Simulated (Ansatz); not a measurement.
# C3H10BGaGeSe: the cost of one run

Computed with Ansatz 0.2.0, Gaussian basis. Level: one geometry, several basis sets.

Levels to be run: PBE0-D4/def2-SVP; ωB97M-V/def2-SVP; PBE0-D4/def2-QZVPP; ωB97M-V/def2-QZVPP; the functionals' def2-TZVPP values are taken from earlier runs.

## 1. The relaxed structure

The geometry comes from an earlier relaxation with PBE0-D4 in a triple-zeta def2 set; it is a stationary point, not always the lowest conformer.

SMILES `[BH2][GeH]([Se]C)[C](=C)[GaH2]`, 17 atoms, charge 0, spin multiplicity 1.

Atoms are counted from 1 here; the program's logs count them from 0.

Bond lengths: B1–Ge2 2.050 Å, B1–H8 1.193 Å, B1–H9 1.194 Å, Ge2–Se3 2.426 Å, Ge2–C5 1.949 Å, Ge2–H10 1.540 Å, Se3–C4 1.955 Å, C4–H11 1.088 Å, C4–H12 1.089 Å, C4–H13 1.087 Å, C5–C6 1.330 Å, C5–Ga7 2.014 Å, C6–H14 1.090 Å, C6–H15 1.090 Å, Ga7–H16 1.575 Å, Ga7–H17 1.573 Å. Angles: Ge2–B1–H8 121.8°, Ge2–B1–H9 119.3°, H8–B1–H9 118.8°, B1–Ge2–Se3 112.8°, B1–Ge2–C5 117.3°, B1–Ge2–H10 115.0°, Se3–Ge2–C5 92.5°, Se3–Ge2–H10 102.8°, C5–Ge2–H10 113.2°, Ge2–Se3–C4 95.9°, Se3–C4–H11 106.9°, Se3–C4–H12 109.9°, Se3–C4–H13 109.4°, H11–C4–H12 109.4°, H11–C4–H13 110.3°, H12–C4–H13 110.9°, Ge2–C5–C6 124.8°, Ge2–C5–Ga7 103.0° and more.

## 2. PBE0-D4 in def2-SVP

Input file in.yaml:

```yaml
crystal:
  periodic: [false, false, false]
  atoms:
    - {symbol: B, position_ang: [-2.504032, 0.737392, 0.343838]}
    - {symbol: Ge, position_ang: [-0.532401, 0.996636, 0.841565]}
    - {symbol: Se, position_ang: [0.459319, -0.992398, 1.813728]}
    - {symbol: C, position_ang: [-0.291590, -2.246403, 0.514982]}
    - {symbol: C, position_ang: [0.760739, 1.031320, -0.615799]}
    - {symbol: C, position_ang: [0.538384, 1.558139, -1.816414]}
    - {symbol: Ga, position_ang: [2.299025, -0.040797, 0.118294]}
    - {symbol: H, position_ang: [-3.032636, -0.330584, 0.403075]}
    - {symbol: H, position_ang: [-3.125111, 1.663130, -0.084820]}
    - {symbol: H, position_ang: [-0.266923, 2.070154, 1.913992]}
    - {symbol: H, position_ang: [0.300505, -3.157273, 0.576571]}
    - {symbol: H, position_ang: [-0.213606, -1.830822, -0.488748]}
    - {symbol: H, position_ang: [-1.328390, -2.452094, 0.770252]}
    - {symbol: H, position_ang: [-0.377400, 2.079206, -2.093770]}
    - {symbol: H, position_ang: [1.288717, 1.506214, -2.605115]}
    - {symbol: H, position_ang: [2.751575, -1.327892, -0.668798]}
    - {symbol: H, position_ang: [3.273813, 0.736073, 1.077136]}
basis:
  gaussian: {orbitals: def2-SVP}
hamiltonian: {xc: pbe0, dispersion: d4}
output: {orbitals: {seedname: orbitals}}
```

Run with:

```console
$ ansatz run in.yaml --threads 4 --pin off --events-out ev --progress --plain --max-ram 66560MiB --backend cpu
```

What time and memory should one allow on 4 threads of AMD EPYC 7R13, shared host?

About 6 s, with a peak of 0.83 GiB.
